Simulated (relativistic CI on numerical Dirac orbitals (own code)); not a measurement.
# Pt⁴⁺: O2,3 absorption multiplets

Wanted: the shape of the O2,3 absorption spectrum of Pt⁴⁺ in 5 surroundings, from the same atomic integrals.

The numbers are computed with relativistic CI on numerical Dirac orbitals (own code) version 1 (Dirac-Coulomb-Breit CI, KLI orbitals optimised for each configuration, model QED (radiative potential, 1s self-energy scaled to tabulated hydrogen-like ionisation energies), valence Slater integrals scaled by 0.9, multiplet model of core-to-valence dipole absorption), except any that are marked as measured or tabulated.

### Step 1. Starting point

| Item | Value |
| --- | --- |
| ion | Pt⁴⁺ (Pt V) |
| nuclear charge | 78 |
| electrons | 74 |
| configurations | [Xe] 4f14 5d6 → [Kr] 4d10 4f14 5s2 5p5 5d7 |
| magnetising field for the dichroism, Lz and Sz | exchange field 10 meV on Sz; these come from the lowest magnetised state alone (0 K) |
| temperature of the isotropic spectrum | 300 K |
| widths | Lorentz 1 eV, Gauss 0.3 eV |
| surrounding 1 | free ion |
| surrounding 2 | D4h, 10Dq = 35750, Ds = -1500, Dt = -430 cm⁻¹ |
| surrounding 3 | D4h, 10Dq = 35750, Ds = -860, Dt = -430 cm⁻¹ |
| surrounding 4 | D4h, 10Dq = 35750, Ds = -210, Dt = -430 cm⁻¹ |
| surrounding 5 | D4h, 10Dq = 35750, Ds = 430, Dt = -430 cm⁻¹ |

### Step 2. Surrounding 1: free ion

Settings of the run:

```ini
atom Pt  Z=78  charge=4  electrons=74
nucleus A=195  rms_radius_fm=5.4270
hamiltonian dirac-coulomb  breit=on  qed=on  c_scale=1
orbitals kli  potential=per-configuration
slater_scale 0.9
correlation none
mixing on
configurations
  [Xe] 4f14 5d6
  [Kr] 4d10 4f14 5s2 5p5 5d7
end
absorption O2,3 T=300 lorentz=1 gauss=0.3
crystal_field free
```

### Step 3. Surrounding 2: D4h, 10Dq = 35750, Ds = -1500, Dt = -430

Settings: those of step 2 with these lines changed.

```diff
@@ -12,2 +12,2 @@
 absorption O2,3 T=300 lorentz=1 gauss=0.3
-crystal_field free
+crystal_field D4h 10Dq=35750 Ds=-1500 Dt=-430
```

### Step 4. Surrounding 3: D4h, 10Dq = 35750, Ds = -860, Dt = -430

Settings: those of step 3 with these lines changed.

```diff
@@ -12,2 +12,2 @@
 absorption O2,3 T=300 lorentz=1 gauss=0.3
-crystal_field D4h 10Dq=35750 Ds=-1500 Dt=-430
+crystal_field D4h 10Dq=35750 Ds=-860 Dt=-430
```

### Step 5. Surrounding 4: D4h, 10Dq = 35750, Ds = -210, Dt = -430

Settings: those of step 4 with these lines changed.

```diff
@@ -12,2 +12,2 @@
 absorption O2,3 T=300 lorentz=1 gauss=0.3
-crystal_field D4h 10Dq=35750 Ds=-860 Dt=-430
+crystal_field D4h 10Dq=35750 Ds=-210 Dt=-430
```

### Step 6. Surrounding 5: D4h, 10Dq = 35750, Ds = 430, Dt = -430

Settings: those of step 5 with these lines changed.

```diff
@@ -12,2 +12,2 @@
 absorption O2,3 T=300 lorentz=1 gauss=0.3
-crystal_field D4h 10Dq=35750 Ds=-210 Dt=-430
+crystal_field D4h 10Dq=35750 Ds=430 Dt=-430
```

(Steps that only read results are left out.)

What does the calculation give? Wanted: highest peak, first run; ground spin; core spin-orbit splitting.

As calculated:

| surrounding | ground S | Lz (0 K) | Sz (0 K) | centroid (eV) | share of the lower edge | up to four highest peaks (% of the highest), eV |
| --- | --- | --- | --- | --- | --- | --- |
| 1: free | 1.85 | -2.21 | -1.79 | 56.90 | - | 51.8 (45), 54.5 (68), 56.0 (100), 61.5 (37) |
| 2: D4h | 0.22 | 0.00 | 0.00 | 63.58 | - | 58.0 (100), 62.2 (24), 73.2 (52), 76.8 (24) |
| 3: D4h | 0.22 | 0.00 | 0.00 | 63.58 | - | 58.0 (100), 62.2 (23), 73.2 (54), 76.8 (24) |
| 4: D4h | 0.22 | 0.00 | 0.00 | 63.59 | - | 58.0 (100), 62.2 (22), 73.2 (55), 77.0 (24) |
| 5: D4h | 0.22 | 0.00 | 0.00 | 63.59 | - | 58.0 (100), 62.2 (22), 73.2 (56), 77.0 (24) |

```
                                 quantity         value
                  highest peak, first run       56.0 eV
      ground spin (effective S from ⟨S²⟩)  0.22 to 1.85
core spin-orbit splitting (without Breit)      15.43 eV
```

What this shows: The ground spin changes between the runs (1.85 to 0.22), and the line shape with it. The position of the maximum differs by up to 2.0 eV between the surroundings, by shifts of peaks or by peaks exchanging rank. Edge positions are free-ion values and differ from those in solids by a few eV or more.
